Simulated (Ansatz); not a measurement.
# C2H8NSi radical: basis-set convergence

The task here is to estimate one member of a computed series from the others.

Computed with Ansatz 0.2.0, Gaussian basis. Level: one geometry, several basis sets.

Levels to be run: PBE0-D4/def2-SVP; ωB97M-V/def2-SVP; PBE0-D4/def2-QZVPP; ωB97M-V/def2-QZVPP; the functionals' def2-TZVPP values are taken from earlier runs.

## Structure used throughout

The geometry comes from an earlier relaxation with PBE0-D4 in a triple-zeta def2 set; it is a stationary point, not always the lowest conformer.

SMILES `CC[SiH]N`, 12 atoms, charge 0, spin multiplicity 2.

Atoms are counted from 1 here; the program's logs count them from 0.

Bond lengths: C1–C2 1.528 Å, C1–H5 1.092 Å, C1–H6 1.094 Å, C1–H7 1.093 Å, C2–Si3 1.884 Å, C2–H8 1.096 Å, C2–H9 1.095 Å, Si3–N4 1.731 Å, Si3–H10 1.498 Å, N4–H11 1.008 Å, N4–H12 1.008 Å. Angles: C2–C1–H5 111.2°, C2–C1–H6 111.5°, C2–C1–H7 111.2°, H5–C1–H6 108.0°, H5–C1–H7 107.2°, H6–C1–H7 107.6°, C1–C2–Si3 113.5°, C1–C2–H8 110.6°, C1–C2–H9 110.8°, Si3–C2–H8 108.2°, Si3–C2–H9 107.7°, H8–C2–H9 105.6°, C2–Si3–N4 108.8°, C2–Si3–H10 110.8°, N4–Si3–H10 105.2°, Si3–N4–H11 119.6°, Si3–N4–H12 119.2°, H11–N4–H12 110.4°.

As a file:

```
C    -0.68351    1.36289   -0.00491
C    -0.24953    0.30810    1.01134
Si    1.05881   -0.87596    0.35264
N     0.41500   -1.71455   -1.01768
H    -1.08109    0.89862   -0.90977
H    -1.45635    2.01995    0.40494
H     0.15857    1.99093   -0.30614
H    -1.10973   -0.28341    1.34495
H     0.15289    0.77942    1.91433
H     2.24300   -0.12165   -0.17000
H    -0.41934   -2.27152   -0.91436
H     1.04828   -2.14801   -1.67135
```

Set-up of the first run:

Contents of in.yaml:

```yaml
crystal:
  periodic: [false, false, false]
  atoms:
    - {symbol: C, position_ang: [-0.683509, 1.362893, -0.004907]}
    - {symbol: C, position_ang: [-0.249531, 0.308097, 1.011342]}
    - {symbol: Si, position_ang: [1.058811, -0.875959, 0.352642]}
    - {symbol: N, position_ang: [0.414995, -1.714553, -1.017683]}
    - {symbol: H, position_ang: [-1.081088, 0.898623, -0.909767]}
    - {symbol: H, position_ang: [-1.456346, 2.019951, 0.404945]}
    - {symbol: H, position_ang: [0.158568, 1.990926, -0.306138]}
    - {symbol: H, position_ang: [-1.109734, -0.283413, 1.344948]}
    - {symbol: H, position_ang: [0.152893, 0.779417, 1.914325]}
    - {symbol: H, position_ang: [2.242997, -0.121651, -0.170004]}
    - {symbol: H, position_ang: [-0.419335, -2.271522, -0.914356]}
    - {symbol: H, position_ang: [1.048278, -2.148010, -1.671351]}
basis:
  gaussian: {orbitals: def2-SVP}
magnetization: {spin_polarized: true, initial_magnetization: 1}
hamiltonian: {xc: pbe0, dispersion: d4}
output: {orbitals: {seedname: orbitals}}
```

Command:

```console
> ansatz run in.yaml --threads 4 --pin off --events-out ev --progress --plain --max-ram 10444MiB
```

Steps of the session up to this table: PBE0-D4 in def2-SVP; ωB97M-V in def2-SVP; PBE0-D4 in def2-QZVPP; ωB97M-V in def2-QZVPP.

One table of the session follows, with a row left open; its other results are not shown here.

It belongs to the step «Functionals by basis». 

```
functional       basis  HOMO (eV)  LUMO (eV)
   PBE0-D4    def2-SVP      -4.85      -1.29
   PBE0-D4  def2-TZVPP      -4.99      -1.40
   PBE0-D4  def2-QZVPP      -5.02      -1.47
   ωB97M-V    def2-SVP      -6.62       0.36
   ωB97M-V  def2-TZVPP          ?          ?
   ωB97M-V  def2-QZVPP      -6.82       0.02
```

**Question.** Estimate the row for ωB97M-V, def2-TZVPP.

The run gave: HOMO (eV): -6.78; LUMO (eV): 0.14. In the column «HOMO (eV)» it lies between ωB97M-V, def2-QZVPP (-6.82) and ωB97M-V, def2-SVP (-6.62).
